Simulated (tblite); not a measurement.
# C4H13NO2Si2: the cost of one run

Programs: tblite 0.8.0 and PySCF 2.14.0, with density-fitted response routines of our own. Each step states its level of theory. These are calculated values for one molecule in the gas phase, unless marked as measured. Atoms are numbered from 0 throughout.

**1. Starting geometry**

22 atoms, charge 0, multiplicity 1; geometry from: force field or distance geometry start.

Bonds of the start (Å): C0–C1 1.50, C1–O2 1.21, C1–C3 1.49, C3–C4 1.53, C4–Si5 1.87, Si5–N6 1.77, Si5–O7 1.72, O7–Si8 1.70, C0–H9 1.11, C0–H10 1.12, C0–H11 1.11, C3–H12 1.07, C3–H13 1.15, C4–H14 1.10, C4–H15 1.13, Si5–H16 1.47, N6–H17 1.06, N6–H18 1.06, Si8–H19 1.47, Si8–H20 1.48, Si8–H21 1.48.

**2. Optimising the geometry with GFN2-xTB**

What the job is given:

```
{"job": {"kind": "relax", "xc": "GFN2-xTB", "basis": "xTB"}, "charge": 0, "multiplicity": 1}
C     -3.404900     0.539000     0.359900
C     -2.812300    -0.771600    -0.063800
O     -3.392800    -1.812100     0.163600
C     -1.478500    -0.679700    -0.723100
C     -0.497000    -0.242800     0.359300
Si     1.240300    -0.057900    -0.302000
N      2.178700    -1.556200    -0.308600
O      2.031200     1.090100     0.711400
Si     3.532200     1.540600     0.050600
H     -2.920100     1.357700    -0.215800
H     -3.238400     0.676600     1.454800
H     -4.497300     0.476200     0.175900
H     -1.542000     0.016900    -1.539000
H     -1.184600    -1.724000    -1.093000
H     -0.529200    -0.933200     1.212800
H     -0.822800     0.757000     0.775000
H      1.169800     0.454900    -1.674100
H      1.574600    -2.423900    -0.387200
H      2.746500    -1.682100     0.573700
H      3.518600     1.372100    -1.407500
H      4.542500     0.662500     0.670300
H      3.775200     2.959100     0.404700
```

Run with:

```console
$ OMP_NUM_THREADS=1 python probes_run.py task.json out
```

The driver reads the jobs from task.json and runs them one after another.

**Question.** How long does this first job take on 1 thread of Arm Neoverse V2, shared host, and how much memory does it need?

About 1.4 s, with a peak of 0.18 GiB.
